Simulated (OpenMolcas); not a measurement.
**Co²⁺ among point charges: CASSCF levels and susceptibility**

Aim: the splitting of the states of Co²⁺ in the field of 5 point charges, its lowest levels with spin-orbit coupling and its magnetic susceptibility.

The numbers are computed with OpenMolcas 26.06 (state-averaged CASSCF, spin-orbit coupling by RASSI with atomic mean-field integrals), except any that are marked as measured or tabulated.

1 further run of the same task is left out (it didn't finish).

## Step 1: The atom as given

```
Species                           : Co²⁺ (cobalt, Z = 27, 25 electrons)
Basis                             : ANO-RCC-VDZP [5s4p2d1f], 34 functions
Scalar Hamiltonian                : DKH2, point nucleus
Inactive shells                   : 1s 2s 2p 3s 3p
Active space                      : 7 electrons in 5 orbitals (3d)
Some configurations of this space : 3d7
Orbitals                          : optimised for each spin and parity, averaged over all roots
```

The outer shells:

3d7
```
3d [↑↓][↑↓][↑ ][↑ ][↑ ]
```

The ion sits among 5 point charges of -2.5 e arranged as a square pyramid (C4v), 1.88 Å from the ion, with the axial distance 1.673 Å. The active orbitals were held to one l.

The work runs as a chain of OpenMolcas steps in one folder; each step below is one input file. Labels, J, g values, rates, χT and fits are worked out afterwards by a script from the matrices that RASSI stores.

## Step 2: One- and two-electron integrals

Contents of a.inp:

```
&GATEWAY
Coord
1

Co 0.0 0.0 0.0
Basis=ANO-RCC-VDZP
Group=NoSym
NoMove
AngMom=0.0 0.0 0.0
AMFI
XField
5 Angstrom 0
1.880000 0.000000 0.000000 -2.500000
0.000000 1.880000 0.000000 -2.500000
-1.880000 0.000000 0.000000 -2.500000
0.000000 -1.880000 0.000000 -2.500000
0.000000 0.000000 1.673200 -2.500000
&SEWARD
```

The run is started by

```sh
> OMP_NUM_THREADS=1 MOLCAS_MEM=1689 MOLCAS_PROJECT=a pymolcas a.inp > a.log
```

## Step 3: Reference wave functions, quartets, 10 roots

Contents of a.inp:

```
&RASSCF
FileOrb=start.orb
Symmetry=1
Spin=4
nActEl=7 0 0
Inactive=9
Ras2=5
CIRoot=10 10 1
SDav=10
CIMx=300
Iter=120 100
PrWF=0.3
OrbListing=Nothing
MaxOrb=0
SupSym
1
10 10 11 12 13 14 23 24 25 26 27
LevShft=1.5
>>> COPY $Project.JobIph JOB001
```

start.orb holds the contracted functions of the basis, ordered by shell, or the orbitals of the step before.

## Step 4: CASSCF: doublets, 40 roots

Contents of a.inp:

```
&RASSCF
FileOrb=start.orb
Symmetry=1
Spin=2
nActEl=7 0 0
Inactive=9
Ras2=5
CIRoot=40 40 1
SDav=40
CIMx=300
Iter=120 100
PrWF=0.3
OrbListing=Nothing
MaxOrb=0
SupSym
1
10 10 11 12 13 14 23 24 25 26 27
>>> COPY $Project.JobIph JOB002
```

## Step 5: State interaction with spin-orbit coupling

Contents of a.inp:

```
&RASSI
NrOfJobIphs=2 10 40
1 2 3 4 5 6 7 8 9 10
1 2 3 4 5 6 7 8 9 10 11 12 13 14 15 16 17 18 19 20 21 22 23 24 25 26 27
28 29 30 31 32 33 34 35 36 37 38 39 40
IphNames
JOB001
JOB002
EJob
SpinOrbit
DIPRint=1.0
SOCoupling=1000.0
Subsets=2
Property=9
'ANGMOM' 1 'ANGMOM' 2 'ANGMOM' 3 'MLTPL  1' 1 'MLTPL  1' 2 'MLTPL  1' 3
'AMFI' 1 'AMFI' 2 'AMFI' 3
SOProperty=3
'ANGMOM' 1 'ANGMOM' 2 'ANGMOM' 3
```

Before running it: what results should come out? Wanted: spin-free ground state; first state of the same spin within the active space; lowest level; next level.

The runs gave:

```
                                            quantity                                value
                                              method                               CASSCF
                              spin-free ground state  quartet, 1-fold in its orbital part
first state of the same spin within the active space                 quartet at 3080 cm⁻¹
                                        lowest level         2-fold, g = 1.99, 4.84, 4.84
                                          next level                            95.8 cm⁻¹
                                         χT at 300 K                       2.62 cm³ K/mol
                           effective moment at 300 K                              4.58 μB
```

The spin-free ground state (quartet) comes to 95 % from free-ion F terms and keeps the highest spin of the shell. χT at 300 K is 2.62, against 1.88 cm³ K/mol for the spin alone, so orbital moment adds to it. An active space of the d shell alone favours high spin; real ions in strong fields can be low spin. The field of point charges can differ much from that of real complexes. With metal d orbitals alone active, the gaps between spin states are rough; where two lie within a few thousand cm-1, their order is open. Point charges carry no covalency, so the field is a model and not that of real ligands.
